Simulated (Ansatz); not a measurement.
**GaC+ (triplet): the correlation ladder, cc-pVTZ**

The task here is to estimate one member of a computed series from the others.

The runs use Ansatz 0.2.0, Gaussian basis; cc-pVTZ, core rule «outside noble gas», up to 15 orbitals frozen.

The runs, in order: UHF; CCSD(T) on ROHF; CCSD(T) on UHF; BCCD(T) on ROHF; CISD; CCSDT(Q) on ROHF; CCSDT(Q) on UHF; CASSCF and MRCISD+Q, 6 electrons in 8 orbitals; CASSCF and NEVPT4(SD), 6 electrons in 8 orbitals; CASSCF and NEVPT2, 6 electrons in 8 orbitals.

21 further runs of the same task are left out: 1 for a known fault of the program, 9 that didn't finish, 11 set aside as unsound or not needed.

### The system

The geometry is a PBE0/def2-TZVP stationary point (not a proven minimum) of the parent state, kept for this charge and spin. No spin-orbit coupling is included. The filled d shell of Ga may be among the frozen orbitals whatever the setting's name suggests; the logs give the count.

2 atoms, charge 1, spin multiplicity 3.

Atoms are counted from 1 here; the program's logs count them from 0.

Bond lengths: C1–Ga2 1.987 Å.

Geometry (Å):

| atom | x (Å) | y (Å) | z (Å) |
| --- | --- | --- | --- |
| C1 | 0.0000 | 0.0000 | 0.0000 |
| Ga2 | 0.0000 | 0.0000 | 1.9874 |

The first run:

File in.yaml:

```yaml
crystal:
  periodic: [false, false, false]
  atoms:
    - {symbol: C, position_ang: [0.000000, 0.000000, 0.000000]}
    - {symbol: Ga, position_ang: [0.000000, 0.000000, 1.987400]}
basis:
  gaussian: {orbitals: cc-pVTZ}
total_charge: 1
magnetization: {spin_polarized: true, initial_magnetization: 2}
hamiltonian: {xc: hf}
output: {orbitals: {seedname: orbitals}}
```

Launch:

```console
ansatz run in.yaml --threads 1 --pin off --events-out ev --progress --plain --max-ram 2393MiB
```

Among the steps run: UHF; CCSD(T) on ROHF; CCSD(T) on UHF; BCCD(T) on ROHF; CISD; CCSDT(Q) on ROHF; CCSDT(Q) on UHF; CASSCF and MRCISD+Q, 6 electrons in 8 orbitals; CASSCF and NEVPT4(SD), 6 electrons in 8 orbitals; CASSCF and NEVPT2, 6 electrons in 8 orbitals.

One table of the session follows, with a row left open; its other results are not shown here.

```
            method  from RCCSDT(Q) (meV)
              ROHF               +4618.9
               UHF               +3860.3
              RMP2               +1231.5
              UMP2               +1182.3
             RCCSD                +293.6
             UCCSD                +315.4
          RCCSD(T)                 +69.7
          UCCSD(T)                +108.3
           BCCD(T)                 +78.9
            RCCSDT                 +13.0
            UCCSDT                 +18.1
         RCCSDT(Q)                     0
         UCCSDT(Q)                  -0.7
    CASSCF valence                     ?
    NEVPT2 valence                +414.4
NEVPT4(SD) valence                 +37.4
    MRCISD valence                 +84.9
  MRCISD+Q valence                  +2.9
```

**Question.** Estimate the row for CASSCF valence.

**Answer.** from RCCSDT(Q) (meV): +2216.3. In the column «from RCCSDT(Q) (meV)» it lies between RMP2 (+1231.5) and UHF (+3860.3).

Among the levels timed on like hardware and quicker than the yardstick, those that no quicker one beats, quickest first: NEVPT2 valence (10 s, +414.4 meV); NEVPT4(SD) valence (11 s, +37.4 meV); MRCISD+Q valence (12 s, +2.9 meV).

Not comparable, so not listed: CISD (they don't share determinant, frozen orbitals or solution with the rows shown, or repeat one).

To keep in mind: The determinant is far from a pure spin state, so its energy mixes those of several spin states (harmless only where they are near-degenerate, as at dissociation). Of the multireference levels listed MRCISD+Q valence comes nearest in total energy (+2.9 meV), which doesn't show that its space is the better one. Restricted and unrestricted rows rest on different reference determinants; where their highest levels disagree by more than a few hundredths of an eV, they describe different states and don't form one ladder.
